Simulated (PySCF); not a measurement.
# CrH4S4−: ligand-field states, part 3 of 3

PySCF 2.14.0. Atoms count from 0. The steps go on from the part before.

### 9 Ligand-field states: state-averaged CASSCF (angle to the S4 axis at 90°) in water

What the job is given:

```
{"job": {"kind": "lf", "basis": {"metal": "x2c-TZVPall", "ligand": "x2c-SVPall"}, "nevpt": true, "solvent": "water", "reuse": true}, "charge": -1, "metal": "Cr", "open_shell": "d3"}
Cr     0.000000     0.000000     0.000000
S      1.580384     1.580384     0.000000
H      0.823779     2.690541     0.000000
S     -1.580384    -1.580384     0.000000
H     -0.823779    -2.690541     0.000000
S     -1.580384     1.580384     0.000000
H     -2.690541     0.823779     0.000000
S      1.580384    -1.580384     0.000000
H      2.690541    -0.823779     0.000000
```

With the program's defaults for keys left out, this is: state-averaged CASSCF of the metal d shell, SC-NEVPT2 on the averaged canonical orbitals, state-interaction spin-orbit coupling.

The program printed:

```text
basis functions 140, electrons 93, active (3e, 5o)
start from the orbitals of the previous structure
stage 1: DIIS on the effective Fock matrix, level shift 0.30
cycle   1  E = -2642.6943348954  dE = -2.643e+03  max|g| = 2.299e+00
cycle   2  E = -2645.1233136829  dE = -2.429e+00  max|g| = 7.600e-01
cycle   3  E = -2645.5275648334  dE = -4.043e-01  max|g| = 8.059e-01
cycle   4  E = -2645.8075642793  dE = -2.800e-01  max|g| = 1.390e-01
cycle   5  E = -2645.8834441852  dE = -7.588e-02  max|g| = 1.150e-01
cycle   6  E = -2645.8869410795  dE = -3.497e-03  max|g| = 1.407e-01
cycle   7  E = -2645.8813692390  dE =  5.572e-03  max|g| = 1.640e-01
cycle   8  E = -2645.8493880894  dE =  3.198e-02  max|g| = 2.557e-01
cycle   9  E = -2645.7614989508  dE =  8.789e-02  max|g| = 4.497e-01
cycle  10  E = -2645.4037534268  dE =  3.577e-01  max|g| = 9.108e-01
cycle  11  E = -2644.2352282608  dE =  1.169e+00  max|g| = 1.445e+00
cycle  12  E = -2642.4275132319  dE =  1.808e+00  max|g| = 1.818e+00
cycle  13  E = -2641.4116789273  dE =  1.016e+00  max|g| = 2.060e+00
cycle  14  E = -2640.9877641865  dE =  4.239e-01  max|g| = 2.157e+00
cycle  15  E = -2640.4452610018  dE =  5.425e-01  max|g| = 2.561e+00
stage 2: quasi-Newton rotations from the point of smallest gradient
cycle  17  E = -2645.9131787123  dE = -2.973e-02  max|g| = 3.853e-02
cycle  18  E = -2645.9168767529  dE = -3.698e-03  max|g| = 3.154e-02
cycle  19  E = -2645.9174484336  dE = -5.717e-04  max|g| = 1.845e-02
cycle  20  E = -2645.9177365612  dE = -2.881e-04  max|g| = 2.762e-03
cycle  21  E = -2645.9177533593  dE = -1.680e-05  max|g| = 1.144e-03
cycle  22  E = -2645.9177567171  dE = -3.358e-06  max|g| = 2.224e-04
cycle  23  E = -2645.9177568550  dE = -1.379e-07  max|g| = 6.435e-05
cycle  24  E = -2645.9177568703  dE = -1.529e-08  max|g| = 1.141e-05
cycle  25  E = -2645.9177568708  dE = -5.289e-10  max|g| = 4.498e-06
converged average energy = -2645.9177568708

 mult deg   label        CASSCF/cm-1   NEVPT2/cm-1
   4   2   4Eg                 0.0           0.0
   4   1   4Bg              1187.9        3441.7
   4   1   4Ag              8232.6        9560.2
   2   1   2Bg             13574.6       10137.6
   2   1   2Ag             15034.1       11350.0
   2   2   2Eg             15079.8       13715.5
   2   2   2Eg             16845.5       14850.6
   2   1   2Ag             17746.9       17482.1
   2   1   2Bg             18666.8       19137.8
   2   2   2Eg             21405.6       19444.6
   2   1   2Ag             18810.3       19543.0
   2   1   2Bg             21575.9       21144.5
   2   1   2Ag             23458.6       23526.8
   2   2   2Eg             23602.8       24110.2
   2   1   2Bg             26182.3       25445.7
   4   1   4Ag             27613.1       30237.2
   4   2   4Eg             25387.0       32383.8
   2   1   2Bg             37405.0       36446.4
   2   2   2Eg             36914.1       36522.7
   4   1   4Bg             28446.9       37479.8
   2   1   2Ag             38401.6       39660.7
   2   1   2Ag             38985.9       41632.2
   4   2   4Eg             38461.3       41855.5
   2   1   2Bg             39377.4       42488.6
   2   2   2Eg             41625.9       46406.6
   2   2   2Eg             46915.1       47005.3
   2   1   2Ag             44175.0       48546.8
   2   1   2Bg             46323.9       49727.1
   2   2   2Eg             50807.2       53453.9
   2   1   2Ag             51605.7       53483.9
   2   1   2Ag             52117.4       53546.2
   2   1   2Bg             54183.7       55964.4
   2   2   2Eg             55553.7       56445.1
   2   1   2Bg             76447.1       72260.6
   2   1   2Ag             72569.0       75421.4
   2   2   2Eg             81837.2       85381.6
   2   1   2Bg             91924.3       91251.9

spin-orbit levels / cm-1
      0.00  x2  4Eg 1.00
    104.51  x2  4Eg 1.00
    205.20  x2  4Eg 1.00
    310.23  x2  4Eg 1.00
   3610.94  x2  4Bg 1.00
   3625.37  x2  4Bg 0.99
   9715.26  x2  4Ag 0.99
   9715.52  x2  4Ag 1.00
  10304.18  x2  2Bg 1.00
  11510.72  x2  2Ag 0.99
  13857.64  x2  2Eg 0.99
  13901.35  x2  2Eg 0.99
  14981.61  x2  2Eg 0.99
  15071.51  x2  2Eg 0.99
  17639.41  x2  2Ag 0.99
  19292.05  x2  2Bg 0.92 2Eg 0.08
  19602.18  x2  2Eg 0.93 2Ag 0.07
  19602.85  x2  2Eg 0.90 2Bg 0.08
  19726.29  x2  2Ag 0.93 2Eg 0.07
  21363.65  x2  2Bg 0.97
  23687.42  x2  2Ag 0.98
  24250.32  x2  2Eg 1.00
  24327.91  x2  2Eg 0.98
  25625.67  x2  2Bg 0.99
  30386.04  x2  4Ag 0.99
  30397.96  x2  4Ag 1.00
  32475.09  x2  4Eg 1.00
  32534.49  x2  4Eg 0.99
  32580.14  x2  4Eg 0.99
  32625.76  x2  4Eg 0.99
```

It took 8.8 s on 1 thread of AMD EPYC 7R43, shared host; peak memory 0.36 GiB.

Warnings kept with the result: strongly covalent, metal-shell active space is small for this complex.

In short:

| quantity | value |
| --- | --- |
| spin-orbit constant ζ | 230 cm⁻¹ |

Powder susceptibility:

| T (K) | χT (cm³ K/mol) | μ(eff) |
| --- | --- | --- |
| 2 | 0.493 | 1.99 |
| 20 | 0.650 | 2.28 |
| 100 | 1.157 | 3.04 |
| 300 | 1.640 | 3.62 |

### 10 Ligand field across the series

From the NEVPT2 states (cm⁻¹; the spread is that of the fitted one-electron ligand-field levels):

| step | setting | ground state | next state | orbital spread | Racah B | ζ | μ(eff), 300 K |
| --- | --- | --- | --- | --- | --- | --- | --- |
| 2 | as given | 4E | 4A at 3149 | 13652 | 719 | 218 | 3.69 |
| 3 | angle to the S4 axis at 45 | 4A | 4E at 4645 | 13957 | 715 | 216 | 3.81 |
| 4 | angle to the S4 axis at 50 | 4A | 4E at 668 | 12169 | 720 | 217 | 3.61 |
| 5 | angle to the S4 axis at 60 | 4E | 4B at 3827 | 16966 | 717 | 219 | 3.67 |
| 6 | angle to the S4 axis at 65 | 4E | 4B at 3156 | 20345 | 727 | 220 | 3.66 |
| 7 | angle to the S4 axis at 72 | 4E | 4B at 2725 | 25164 | 780 | 223 | 3.63 |
| 8 | angle to the S4 axis at 80 | 4E | 4B at 2948 | 30055 | 814 | 227 | 3.62 |
| 9 | angle to the S4 axis at 90 | 4Eg | 4Bg at 3442 | 33775 | 830 | 230 | 3.62 |

### 11 Summary of results

The summary covers parts 1 to 3.

```
                                                         quantity       value
   spin-orbit constant ζ (step 2, state-averaged CASSCF in water)    218 cm⁻¹
ground multiplicity, μ(eff) at 300 K (step 2, 4 donors at 2.24 Å)  4, 3.69 μB
ground multiplicity, μ(eff) at 300 K (step 3, 4 donors at 2.24 Å)  4, 3.81 μB
ground multiplicity, μ(eff) at 300 K (step 4, 4 donors at 2.23 Å)  4, 3.61 μB
ground multiplicity, μ(eff) at 300 K (step 5, 4 donors at 2.23 Å)  4, 3.67 μB
ground multiplicity, μ(eff) at 300 K (step 6, 4 donors at 2.24 Å)  4, 3.66 μB
ground multiplicity, μ(eff) at 300 K (step 7, 4 donors at 2.23 Å)  4, 3.63 μB
ground multiplicity, μ(eff) at 300 K (step 8, 4 donors at 2.23 Å)  4, 3.62 μB
ground multiplicity, μ(eff) at 300 K (step 9, 4 donors at 2.24 Å)  4, 3.62 μB
```

**Reading.** In step 2, χT goes from 0.60 at 2 K to 1.70 cm³ K/mol at 300 K, as higher levels fill or mix in. The spread of the ligand-field levels runs from 12169 cm⁻¹ (angle to the S4 axis at 50) to 33775 cm⁻¹ (angle to the S4 axis at 90); μ(eff) at 300 K: 3.61 to 3.81 μB. The bonding is strongly covalent, and an active space of the metal's shell alone is small for it, so these values are rough.
